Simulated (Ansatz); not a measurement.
# GaH₃O₂ + H₂: a complex and its separated parts, part 2 of 2

Ansatz 0.2.0, Gaussian basis. The steps go on from the part before.

### 13 CAM-B3LYP-D4/def2-TZVPP

The inputs:

parta/in.yaml

```yaml
crystal:
  periodic: [false, false, false]
  atoms:
    - {symbol: Ga, position_ang: [-0.503512, 0.441896, -0.858260]}
    - {symbol: H, position_ang: [0.047896, 0.360102, -2.310228]}
    - {symbol: H, position_ang: [-1.921917, 0.228107, -0.264840]}
    - {symbol: O, position_ang: [0.838317, 0.867711, 0.277723]}
    - {symbol: O, position_ang: [0.337842, 0.927309, 1.623952]}
    - {symbol: H, position_ang: [1.113569, 1.282667, 2.071475]}
basis:
  gaussian: {orbitals: def2-TZVPP}
hamiltonian: {xc: {name: CAM-B3LYP}, dispersion: d4}
```

partb/in.yaml

```yaml
crystal:
  periodic: [false, false, false]
  atoms:
    - {symbol: H, position_ang: [-0.208777, -2.207737, -0.497292]}
    - {symbol: H, position_ang: [0.296581, -1.900154, -0.042531]}
basis:
  gaussian: {orbitals: def2-TZVPP}
hamiltonian: {xc: {name: CAM-B3LYP}, dispersion: d4}
```

Each run has its own folder and the same command.

Run with:

```
$ ansatz run in.yaml --threads 4 --pin off --events-out ev --progress --plain --max-ram 9574MiB
```

parta printed, shortened:

```text
Functional definition: CAM-B3LYP
  name "CAM-B3LYP"
  cite "Yanai, Tew & Handy, Chem. Phys. Lett. 393, 51 (2004) doi:10.1016/j.cplett.2004.06.011"
  cite "Iikura, Tsuneda, Yanai & Hirao, J. Chem. Phys. 115, 3540 (2001) doi:10.1063/1.1383587"
  cite "Becke, Phys. Rev. A 38, 3098 (1988) doi:10.1103/PhysRevA.38.3098"
  cite "Lee, Yang & Parr, Phys. Rev. B 37, 785 (1988) doi:10.1103/PhysRevB.37.785"
[...]
882 factors; their error is unknown
210 factors; integrals over basis functions are off by at most 1.0e-5 eV
[...]
mean field -56522.29588488 eV, -2077.1560615811 hartree, gradient 3.8e-5 eV, S^2 0.000000; 0 other end points of the search recorded, 0 dependent functions left out
reference -56522.29599509 eV, -2077.1560656315 hartree; 25, 25 occupied and 127, 127 virtual orbitals, 882 factors
Total energy: -56522.36395956 eV, -2077.1585632795 hartree
```

partb printed, shortened:

```text
[... 6 set-up lines as earlier in the session ...]
[...]
  # Exact exchange under (alpha + beta erf(omega r))/r, Becke's under what is left of 1/r.
[...]
118 factors; their error is unknown
42 factors; integrals over basis functions are off by at most 6.3e-5 eV
[...]
mean field -31.88030343 eV, -1.1715795417 hartree, gradient 6.4e-5 eV, S^2 0.000000; 0 other end points of the search recorded, 0 dependent functions left out
reference -31.88037337 eV, -1.1715821120 hartree; 1, 1 occupied and 27, 27 virtual orbitals, 118 factors
Total energy: -31.88188678 eV, -1.1716377287 hartree
```

Times: 1.8 s (parta), 0.15 s (partb) on 4 threads of Arm Neoverse V2, shared host.

### 14 wB97X-V/def2-TZVPP

Each input of step 13 (parta, partb) changes in the same lines:

```diff
-hamiltonian: {xc: {name: CAM-B3LYP}, dispersion: d4}
+hamiltonian: {xc: {name: wB97X-V}}
```

The same command starts each run, in its folder.

Run with:

```
$ ansatz run in.yaml --threads 4 --pin off --events-out ev --progress --plain --max-ram 9574MiB
```

Log of parta, shortened:

```text
Functional definition: wB97X-V
  name "wB97X-V"
  cite "Mardirossian & Head-Gordon, Phys. Chem. Chem. Phys. 16, 9904 (2014) doi:10.1039/C3CP54374A"
[... 2 set-up lines as earlier in the session ...]
[...]
      + integral(e_c_pw_opposite_spin*poly(b97_u_opposite, cos0, cos1)) + vv10(b, c)
882 factors; their error is unknown
198 factors; integrals over basis functions are off by at most 6.9e-6 eV
[...]
mean field -56514.06575548 eV, -2076.8536099043 hartree, gradient 2.5e-5 eV, S^2 0.000000; 0 other end points of the search recorded, 0 dependent functions left out
reference -56514.06575365 eV, -2076.8536098371 hartree; 25, 25 occupied and 127, 127 virtual orbitals, 882 factors
Total energy: -56514.06575365 eV, -2076.8536098371 hartree
```

Output in partb, shortened:

```text
[... 5 set-up lines as earlier in the session ...]
[...]
      + integral(e_c_pw_opposite_spin*poly(b97_u_opposite, cos0, cos1)) + vv10(b, c)
118 factors; their error is unknown
42 factors; integrals over basis functions are off by at most 3.0e-5 eV
[...]
mean field -31.90859817 eV, -1.1726193542 hartree, gradient 8.8e-5 eV, S^2 0.000000; 0 other end points of the search recorded, 0 dependent functions left out
reference -31.90859717 eV, -1.1726193175 hartree; 1, 1 occupied and 27, 27 virtual orbitals, 118 factors
Total energy: -31.90859717 eV, -1.1726193175 hartree
```

Wall times: 4.4 s (parta), 0.15 s (partb) on 4 threads of Arm Neoverse V2, shared host.

### 15 wB97M-V/def2-TZVPP

The same edit goes into each in.yaml of step 14 (parta, partb):

```diff
-hamiltonian: {xc: {name: wB97X-V}}
+hamiltonian: {xc: {name: wB97M-V}}
```

One command serves all of them, each in its own folder.

Run with:

```
$ ansatz run in.yaml --threads 4 --pin off --events-out ev --progress --plain --max-ram 9574MiB
```

Log of parta, shortened:

```text
Functional definition: wB97M-V
  name "wB97M-V"
  cite "Mardirossian & Head-Gordon, J. Chem. Phys. 144, 214110 (2016) doi:10.1063/1.4952647"
[... 2 set-up lines as earlier in the session ...]
  # Of w^i u^j: cxij and so on, Table III.
[...]
  gx(w, u) = 1 - cx + cx01*u + cx10*w
[...]
      + integral(e_c_pw_mod_opposite_spin*gos(b97_w_opposite, b97_u_opposite)) + vv10(b, c)
882 factors; their error is unknown
198 factors; integrals over basis functions are off by at most 6.9e-6 eV
[...]
mean field -56516.13515323 eV, -2076.9296588689 hartree, gradient 2.8e-5 eV, S^2 0.000000; 0 other end points of the search recorded, 0 dependent functions left out
reference -56516.13519794 eV, -2076.9296605119 hartree; 25, 25 occupied and 127, 127 virtual orbitals, 882 factors
Total energy: -56516.13519794 eV, -2076.9296605119 hartree
```

partb printed, shortened:

```text
[... 5 set-up lines as earlier in the session ...]
  # Of w^i u^j: cxij and so on, Table III.
[...]
  gx(w, u) = 1 - cx + cx01*u + cx10*w
[...]
      + integral(e_c_pw_mod_opposite_spin*gos(b97_w_opposite, b97_u_opposite)) + vv10(b, c)
118 factors; their error is unknown
42 factors; integrals over basis functions are off by at most 3.0e-5 eV
[...]
mean field -31.60111037 eV, -1.1613193860 hartree, gradient 7.3e-6 eV, S^2 0.000000; 0 other end points of the search recorded, 0 dependent functions left out
reference -31.60113463 eV, -1.1613202775 hartree; 1, 1 occupied and 27, 27 virtual orbitals, 118 factors
Total energy: -31.60113463 eV, -1.1613202775 hartree
```

Wall times: 4.8 s (parta), 0.15 s (partb) on 4 threads of Arm Neoverse V2, shared host.

### 16 B2PLYP/def2-TZVPP

The same edit goes into each in.yaml of step 15 (parta, partb):

```diff
-hamiltonian: {xc: {name: wB97M-V}}
+hamiltonian: {xc: {name: B2PLYP}}
```

The same command starts each run, in its folder.

Run with:

```
$ ansatz run in.yaml --threads 4 --pin off --events-out ev --progress --plain --max-ram 9574MiB
```

parta printed, shortened:

```text
Functional definition: B2PLYP
  name "B2PLYP"
  cite "Grimme, J. Chem. Phys. 124, 034108 (2006) doi:10.1063/1.2148954"
[... 2 set-up lines as earlier in the session ...]
[...]
959 factors; integrals over basis functions are off by at most 1.0e-3 eV
[...]
mean field -56501.28810697 eV, -2076.3840399826 hartree, gradient 9.7e-6 eV, S^2 0.000000; 0 other end points of the search recorded, 0 dependent functions left out
11 core orbitals not correlated: weight in the atoms' cores, before any rotation towards them, 1.000 or more for the frozen orbitals, at most 0.000 for the correlated occupied ones
reference -56501.28824914 eV, -2076.3840452072 hartree; 14, 14 occupied and 127, 127 virtual orbitals, 959 factors
second order -23.87899877 eV of doubles, -0.00000000 eV of singles
Total energy: -56507.73557881 eV, -2076.6209802024 hartree
```

Output in partb, shortened:

```text
[... 5 set-up lines as earlier in the session ...]
[...]
145 factors; integrals over basis functions are off by at most 7.4e-4 eV
[...]
mean field -31.55848548 eV, -1.1597529503 hartree, gradient 1.1e-6 eV, S^2 0.000000; 0 other end points of the search recorded, 0 dependent functions left out
reference -31.55857490 eV, -1.1597562363 hartree; 1, 1 occupied and 27, 27 virtual orbitals, 145 factors
second order -1.02367004 eV of doubles, -0.00000000 eV of singles
Total energy: -31.83496581 eV, -1.1699134149 hartree
```

Times: 3.1 s (parta), 0.1 s (partb) on 4 threads of Arm Neoverse V2, shared host.

### 17 PBE-QIDH/def2-TZVPP

Each input of step 16 (parta, partb) changes in the same lines:

```diff
-hamiltonian: {xc: {name: B2PLYP}}
+hamiltonian: {xc: {name: PBE-QIDH}}
```

The same command starts each run, in its folder.

Run with:

```
$ ansatz run in.yaml --threads 4 --pin off --events-out ev --progress --plain --max-ram 9574MiB
```

parta printed, shortened:

```text
Functional definition: PBE-QIDH
  name "PBE-QIDH"
  cite "Brémond, Sancho-García, Pérez-Jiménez & Adamo, J. Chem. Phys. 141, 031101 (2014) doi:10.1063/1.4890314"
[... 1 set-up line as earlier in the session ...]
[...]
959 factors; integrals over basis functions are off by at most 1.0e-3 eV
[...]
mean field -56491.78638333 eV, -2076.0348580794 hartree, gradient 4.8e-6 eV, S^2 0.000000; 0 other end points of the search recorded, 0 dependent functions left out
11 core orbitals not correlated: weight in the atoms' cores, before any rotation towards them, 1.000 or more for the frozen orbitals, at most 0.000 for the correlated occupied ones
reference -56491.78639428 eV, -2076.0348584816 hartree; 14, 14 occupied and 127, 127 virtual orbitals, 959 factors
second order -22.00820925 eV of doubles, -0.00000000 eV of singles
Total energy: -56499.12246403 eV, -2076.3044540724 hartree
```

partb printed, shortened:

```text
[... 4 set-up lines as earlier in the session ...]
[...]
145 factors; integrals over basis functions are off by at most 7.4e-4 eV
[...]
mean field -31.52724463 eV, -1.1586048703 hartree, gradient 1.4e-6 eV, S^2 0.000000; 0 other end points of the search recorded, 0 dependent functions left out
reference -31.52725105 eV, -1.1586051062 hartree; 1, 1 occupied and 27, 27 virtual orbitals, 145 factors
second order -0.95920987 eV of doubles, -0.00000000 eV of singles
Total energy: -31.84698768 eV, -1.1703552104 hartree
```

Wall times: 2.4 s (parta), 0.1 s (partb) on 4 threads of Arm Neoverse V2, shared host.

### 18 RPA on PBE/def2-TZVPP

Each input of step 17 (parta, partb) changes in the same lines:

```diff
-hamiltonian: {xc: {name: PBE-QIDH}}
+hamiltonian: {xc: pbe}
+correlation: {method: rpa}
```

One command serves all of them, each in its own folder.

Run with:

```
$ ansatz run in.yaml --threads 4 --pin off --events-out ev --progress --plain --max-ram 9574MiB
```

Output in parta, shortened:

```text
[... 4 set-up lines as earlier in the session ...]
[...]
959 factors; integrals over basis functions are off by at most 1.0e-3 eV
[...]
mean field -56508.18002800 eV, -2076.6373134088 hartree, gradient 1.5e-6 eV, S^2 0.000000; 1 other end points of the search recorded, 0 dependent functions left out
11 core orbitals not correlated: weight in the atoms' cores, before any rotation towards them, 1.000 or more for the frozen orbitals, at most 0.000 for the correlated occupied ones
reference -56453.43595350 eV, -2074.6255057780 hartree; 14, 14 occupied and 127, 127 virtual orbitals, 959 factors
Total energy: -56483.75922313 eV, -2075.7398653830 hartree
```

Log of partb, shortened:

```text
[... 4 set-up lines as earlier in the session ...]
[...]
145 factors; integrals over basis functions are off by at most 7.4e-4 eV
[...]
mean field -31.73222065 eV, -1.1661376001 hartree, gradient 1.4e-6 eV, S^2 0.000000; 0 other end points of the search recorded, 0 dependent functions left out
reference -30.80639029 eV, -1.1321139617 hartree; 1, 1 occupied and 27, 27 virtual orbitals, 145 factors
Total energy: -32.86230325 eV, -1.2076673694 hartree
```

They took 2.7 s (parta), 0.1 s (partb) on 4 threads of Arm Neoverse V2, shared host.

### 19 CCSD(T)/def2-TZVPP

The same edit goes into each in.yaml of step 18 (parta, partb):

```diff
-hamiltonian: {xc: pbe}
-correlation: {method: rpa}
+correlation: {method: ccsd_t}
```

Each run has its own folder and the same command.

Run with:

```
$ ansatz run in.yaml --threads 4 --pin off --events-out ev --progress --plain --max-ram 9574MiB
```

Output in parta, shortened:

```text
Functional definition: HF
  name "HF"
  cite "Fock, Z. Phys. 61, 126 (1930) doi:10.1007/BF01340294"
[... 1 set-up line as earlier in the session ...]
[...]
959 factors; integrals over basis functions are off by at most 1.0e-3 eV
[...]
mean field -56455.12884494 eV, -2074.6877183908 hartree, gradient 2.2e-6 eV, S^2 0.000000; 0 other end points of the search recorded, 0 dependent functions left out
11 core orbitals not correlated: weight in the atoms' cores, before any rotation towards them, 1.000 or more for the frozen orbitals, at most 0.000 for the correlated occupied ones
reference -56455.12884494 eV, -2074.6877183908 hartree; 14, 14 occupied and 127, 127 virtual orbitals, 959 factors
second order -19.47945180 eV of doubles, -0.00000000 eV of singles
cycle   1  -18.92290537 eV  change    5.6e-1 eV  update   1.2e-1
[...]
cycle  11  -19.70494735 eV  change    1.9e-5 eV  update   1.4e-5
perturbative correction -0.77180632 eV, -0.0283633592 hartree
Total energy: -56475.60559862 eV, -2075.4402252088 hartree
```

Log of partb, shortened:

```text
[... 4 set-up lines as earlier in the session ...]
[...]
145 factors; integrals over basis functions are off by at most 7.4e-4 eV
[...]
mean field -30.82769501 eV, -1.1328968960 hartree, gradient 4.3e-7 eV, S^2 0.000000; 0 other end points of the search recorded, 0 dependent functions left out
reference -30.82769501 eV, -1.1328968960 hartree; 1, 1 occupied and 27, 27 virtual orbitals, 145 factors
second order -0.86257721 eV of doubles, -0.00000000 eV of singles
cycle   1  -1.00723437 eV  change   -1.4e-1 eV  update   2.6e-2
[...]
cycle   7  -1.07308596 eV  change    6.5e-7 eV  update   4.1e-7
perturbative correction -0.00000000 eV, -0.0000000000 hartree
Total energy: -31.90078097 eV, -1.1723320776 hartree
```

Wall times: 21 s (parta), 0.1 s (partb) on 4 threads of Arm Neoverse V2, shared host; peak memory 1.1 GiB.

### 20 Vibrations of GaH₃O₂

Input file vib-parta/in.yaml:

```yaml
crystal:
  periodic: [false, false, false]
  atoms:
    - {symbol: Ga, position_ang: [-0.503512, 0.441896, -0.858260]}
    - {symbol: H, position_ang: [0.047896, 0.360102, -2.310228]}
    - {symbol: H, position_ang: [-1.921917, 0.228107, -0.264840]}
    - {symbol: O, position_ang: [0.838317, 0.867711, 0.277723]}
    - {symbol: O, position_ang: [0.337842, 0.927309, 1.623952]}
    - {symbol: H, position_ang: [1.113569, 1.282667, 2.071475]}
basis:
  gaussian: {orbitals: def2-TZVP}
hamiltonian: {xc: pbe0, dispersion: d4}
phonons: {temperatures: {t_min: 298.15, t_max: 900, t_step: 200}}
```

Run with:

```
$ ansatz run in.yaml --threads 4 --pin off --events-out ev --progress --plain --max-ram 9574MiB
```

What it wrote, shortened:

```text
[... 5 set-up lines as earlier in the session ...]
[...]
847 factors; their error is unknown
[...]
mean field -56508.91477965 eV, -2076.6643150340 hartree, gradient 4.0e-5 eV, S^2 0.000000; 0 other end points of the search recorded, 0 dependent functions left out
[...]
Atom 3 at     0.838317     0.867711     0.277723 Å, force    -0.000565     0.000118    -0.000163 eV/Å
Atom 4 at     0.337842     0.927309     1.623952 Å, force     0.000603     0.000390    -0.000043 eV/Å
Atom 5 at     1.113569     1.282667     2.071475 Å, force    -0.000400    -0.000477    -0.000062 eV/Å
Dipole moment:    -0.033203     0.034459    -0.061158 e Å
Vibrations: 38.91 219.28 247.63 493.61 613.18 630.68 705.25 996.30 1393.13 2023.78 2041.67 3830.64 cm⁻¹, zero-point energy 0.820409 eV
```

Wall time 34 s (4 threads of Arm Neoverse V2, shared host).

Wavenumbers and character of the modes:

```
mode  wavenumber (cm⁻¹)                            character
   1                 39                              torsion
   2                219                                 bend
   3                248                              torsion
   4                494                                 bend
   5                613  out-of-plane bend with wag or twist
   6                631                         Ga–O stretch
   7                705                                 bend
   8                996                          O–O stretch
   9               1393                                 bend
  10               2024                         Ga–H stretch
  11               2042                         Ga–H stretch
  12               3831                          O–H stretch
```

Vibrational sums (real modes only):

```csv
T (K),entropy (J/mol/K),heat capacity (J/mol/K)
298,45.8,42.4
498,71.7,58.6
698,93.2,68.8
898,111.5,75.8
```

Modes under 50 cm⁻¹ weigh heavily in the entropy, and the harmonic picture is poor for them.

### 21 Vibrations of H₂

Input file vib-partb/in.yaml:

```yaml
crystal:
  periodic: [false, false, false]
  atoms:
    - {symbol: H, position_ang: [-0.208777, -2.207737, -0.497292]}
    - {symbol: H, position_ang: [0.296581, -1.900154, -0.042531]}
basis:
  gaussian: {orbitals: def2-TZVP}
hamiltonian: {xc: pbe0, dispersion: d4}
phonons: {temperatures: {t_min: 298.15, t_max: 900, t_step: 200}}
```

Run with:

```
$ ansatz run in.yaml --threads 4 --pin off --events-out ev --progress --plain --max-ram 9574MiB
```

What it wrote, shortened:

```text
[... 5 set-up lines as earlier in the session ...]
[...]
88 factors; their error is unknown
[...]
mean field -31.78865263 eV, -1.1682114372 hartree, gradient 1.8e-5 eV, S^2 0.000000; 0 other end points of the search recorded, 0 dependent functions left out
[...]
reference -31.78854870 eV, -1.1682076176 hartree; 1, 1 occupied and 11, 11 virtual orbitals, 88 factors
Total energy: -31.79027506 eV, -1.1682710603 hartree
Atom 0 at    -0.208777    -2.207737    -0.497292 Å, force     0.001826     0.001112     0.001643 eV/Å
Atom 1 at     0.296581    -1.900154    -0.042531 Å, force    -0.001826    -0.001112    -0.001643 eV/Å
Dipole moment:    -0.000000    -0.000000    -0.000000 e Å
Vibrations: 4414.02 cm⁻¹, zero-point energy 0.273635 eV
```

Run time: 0.2 s. Hardware: 4 threads of Arm Neoverse V2, shared host.

Wavenumbers and character of the modes:

```
mode  wavenumber (cm⁻¹)    character
   1               4414  H–H stretch
```

Vibrational sums (real modes only):

| T (K) | entropy (J/mol/K) | heat capacity (J/mol/K) |
| --- | --- | --- |
| 298 | 0.0 | 0.0 |
| 498 | 0.0 | 0.0 |
| 698 | 0.0 | 0.1 |
| 898 | 0.1 | 0.4 |

### 22 Complex less separated parts

The complex's own energies come from single points at the same levels.

Rows are in def2-TZVPP; times add the 3 runs of a level on a shared host, so small differences are noise.

Differences are taken before rounding.

| method | rung | complex less parts (eV) | from CCSD(T) (eV) | time |
| --- | --- | --- | --- | --- |
| SPW92 | LDA | -0.145 | -0.089 | 1.5 s |
| PBE-D4 | GGA | -0.065 | -0.008 | 2.1 s |
| BLYP-D4 | GGA | -0.032 | +0.025 | 2.4 s |
| r2SCAN-D4 | meta-GGA | -0.063 | -0.007 | 4.2 s |
| B97M-V | meta-GGA | -0.058 | -0.001 | 8.7 s |
| PBE0-D4 | hybrid | -0.071 | -0.014 | 7.5 s |
| B3LYP-D4 | hybrid | -0.049 | +0.008 | 5.5 s |
| r2SCAN0-D4 | hybrid | -0.073 | -0.016 | 7.7 s |
| BHLYP-D4 | hybrid | -0.064 | -0.008 | 4.9 s |
| CAM-B3LYP-D4 | range-separated hybrid | -0.059 | -0.003 | 6.2 s |
| wB97X-V | range-separated hybrid | -0.065 | -0.008 | 11 s |
| wB97M-V | range-separated hybrid | -0.065 | -0.008 | 12 s |
| B2PLYP | double hybrid | -0.026 | +0.031 | 8.8 s |
| PBE-QIDH | double hybrid | -0.057 | 0.000 | 7.1 s |
| RPA on PBE | RPA | -0.032 | +0.024 | 9.3 s |
| Hartree-Fock | wavefunction | 0.007 | +0.064 |  |
| MP2 | wavefunction | -0.056 | +0.001 |  |
| CCSD | wavefunction | -0.051 | +0.006 |  |
| CCSD(T) | wavefunction | -0.057 | 0 | 73 s |

Among the levels timed on like hardware and quicker than the yardstick, those that no quicker one beats, quickest first: SPW92 (1.5 s, -0.089 eV); PBE-D4 (2.1 s, -0.008 eV); r2SCAN-D4 (4.2 s, -0.007 eV); CAM-B3LYP-D4 (6.2 s, -0.003 eV); PBE-QIDH (7.1 s, 0.000 eV).

PBE-QIDH reaches 0.000 eV from the reference in 7.1 s, where CCSD(T) took 73 s; the quickest level in the cost chart, SPW92, takes 1.5 s and misses by 0.089 eV.

The complex's zero-point energy, from a separate PBE0-D4 run, is 1.159 eV.

### 23 What came out

This closing draws on all 2 parts.

```
                              quantity      value
complex less parts, CCSD(T)/def2-TZVPP  -0.057 eV
                with zero-point energy  +0.008 eV
                 largest T1 diagnostic      0.016
```

**Reading.** At CCSD(T) the complex lies 0.057 eV below its parts. Among the functionals PBE-QIDH lands nearest to CCSD(T) (0.000 eV) and SPW92 farthest (-0.089 eV). By rung, the mean size of the error is: LDA 0.089, GGA 0.017, meta-GGA 0.004, hybrid 0.011, range-separated hybrid 0.006, double hybrid 0.015 eV. The double hybrids carry no dispersion term here, unlike the levels marked D4 or V. PBE-D4 gives a relative energy 0.008 eV too low, an error of 15 % of the reference. No counterpoise was applied, and triple zeta lacks some correlation, so the CCSD(T) reference has a basis error of its own, and close matches with it are partly luck.
